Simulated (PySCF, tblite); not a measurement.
# C6H11NS2: geometry, infrared bands and NMR shifts

Wanted: the infrared bands and NMR shifts of C6H11NS2 (`C/N=C\C1SCCCS1`), by calculation.

Computed with tblite 0.8.0 and PySCF 2.14.0, with density-fitted response routines of our own, on a single molecule in the gas phase. Atoms are numbered from 0 throughout.

## 1. Starting geometry

20 atoms, charge 0, multiplicity 1; geometry from: force field or distance geometry start.

Bonds of the start (Å): C0–N1 1.42, N1–C2 1.24, C2–C3 1.46, C3–S4 1.79, S4–C5 1.79, C5–C6 1.53, C6–C7 1.51, C7–S8 1.78, S8–C3 1.83, C0–H9 1.09, C0–H10 1.12, C0–H11 1.12, C2–H12 1.11, C3–H13 1.11, C5–H14 1.11, C5–H15 1.10, C6–H16 1.11, C6–H17 1.12, C7–H18 1.13, C7–H19 1.10.

## 2. Geometry optimisation with GFN2-xTB

The job: settings as JSON, then the geometry in Å.

```
{"job": {"kind": "relax", "xc": "GFN2-xTB", "basis": "xTB"}, "charge": 0, "multiplicity": 1}
C      3.582200    -0.309200    -0.221500
N      2.707100     0.601500    -0.877700
C      1.487700     0.687800    -0.649000
C      0.702100    -0.100500     0.293000
S     -0.206600    -1.338000    -0.632600
C     -1.830400    -0.735500    -1.097500
C     -2.541800    -0.364600     0.200200
C     -2.075800     1.003400     0.637200
S     -0.378000     1.083600     1.173100
H      3.256700    -0.731200     0.728300
H      4.519500     0.262100     0.008400
H      3.915200    -1.157200    -0.871700
H      0.920000     1.449200    -1.226100
H      1.267800    -0.583300     1.112800
H     -1.846900     0.206000    -1.694100
H     -2.398400    -1.545600    -1.580100
H     -2.397200    -1.128400     0.986300
H     -3.625400    -0.285100    -0.058700
H     -2.731800     1.273900     1.517100
H     -2.331200     1.721800    -0.159900
```

The run is started by

```bash
> OMP_NUM_THREADS=1 python probes_run.py task.json out
```

This one command runs all jobs of the session in turn.

**Question.** This job is followed by: GFN2-xTB harmonic vibrations, gas phase; GIAO PBE0/pcSseg-1 NMR shielding, non-relativistic, gas phase. What will the session give for the following? strongest single infrared mode (GFN2-xTB); zero-point energy (GFN2-xTB); 13C shifts against TMS (PBE0/pcSseg-1, means over atoms taken as alike); 1H shifts against TMS (PBE0/pcSseg-1, means over atoms taken as alike); 15N shifts against NH3 (PBE0/pcSseg-1); 33S shifts against CS2 (PBE0/pcSseg-1, means over atoms taken as alike).

The runs gave:

| quantity | value |
| --- | --- |
| strongest single infrared mode (GFN2-xTB) | 1039 cm⁻¹, 78 km/mol |
| zero-point energy (GFN2-xTB) | 100.4 kcal/mol |
| 13C shifts against TMS (PBE0/pcSseg-1, means over atoms taken as alike) | 163.9, 44.8, 42.5, 32.4, 30.8 ppm |
| 1H shifts against TMS (PBE0/pcSseg-1, means over atoms taken as alike) | 8.20, 4.05, 3.75, 3.25, 2.48, 2.12, 2.05 ppm |
| 15N shifts against NH3 (PBE0/pcSseg-1) | 384.3 ppm |
| 33S shifts against CS2 (PBE0/pcSseg-1, means over atoms taken as alike) | 78 ppm |

What this shows: The optimisation took 129 steps and gained 0.844 eV; among the close pairs (by a distance rule), C2–C3 changed most, from 1.458 to 1.503 Å. All 54 modes are real, so the xTB geometry is a minimum. The strongest single mode, at 1039 cm⁻¹, is spread over several atoms, C2, C3, C0, N1 among them. GFN2-xTB is a fitted tight-binding method: band positions and strengths are rough. Its intensities can rank the bands wrongly. At PBE0/pcSseg-1: The widest tensor belongs to N1: span 762 ppm, with a paramagnetic part of -442 ppm.
